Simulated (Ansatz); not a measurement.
# BaNb: the cost of one run

Method: DFT PBE, scalar-relativistic, plane waves, PAW, in Ansatz 0.2.0.

## Step 1: Starting point

The structure is hexagonal, space group P-6m2 (No. 187). The conventional cell has a = 3.854 Å, b = 3.854 Å, c = 3.759 Å, α = 90.00°, β = 90.00°, γ = 120.00°. Around Ba (site symmetry -6m2) lie 6 Nb at 2.91 Å. Nb (site symmetry -6m2) is surrounded by 6 Ba at 2.91 Å.

As a file:

```
Ba Nb
1.0
     3.85375    0.00000    0.00000
    -1.92687    3.33744    0.00000
     0.00000    0.00000    3.75875
Ba Nb
1 1
Direct
  0.00000 0.00000 0.00000
  0.66667 0.33333 0.50000
```

This is candidate A: tungsten carbide type (P-6m2, No. 187).

(A quick probe on a coarse mesh, which set the mesh and smearing, is not shown.)

## Step 3: Rough relaxation on the coarse mesh (candidate A)

input.yaml

```yaml
crystal:
  lattice:
    - [3.8537470945, 0.0, 0.0]
    - [-1.9268735472, 3.3374428836, 0.0]
    - [0.0, 0.0, 3.7587468135]
  atoms:
    - { symbol: Ba, position: [0.0, 0.0, 0.0] }
    - { symbol: Nb, position: [0.6666666667, 0.3333333333, 0.5] }
basis:
  ecutwfc: 420
kpoints:
  mp_grid: { grid: [6, 6, 4] }
hamiltonian:
  xc: pbe
scf:
  occupations: { method: gaussian, width: 0.1 }
  lower_state_search: "off"
output:
  forces: true
  stress: true
  eigenvalues: true
relax:
  adjacent_minimum: "off"
  f_tol: 0.04
  max_steps: 70
  cell: { stress_tol: 0.4 }
```

The run is started by

```
> ansatz run input.yaml --threads 1 --pin off --max-ram 2560MiB --backend cpu --events-out ev --progress --plain --runs-dir out
```

What time and memory should one allow on 1 thread of Intel Xeon Platinum 8259CL at 2.50GHz (Skylake/Cascade Lake), shared host?

About 53 s, with a peak of 0.4 GiB.
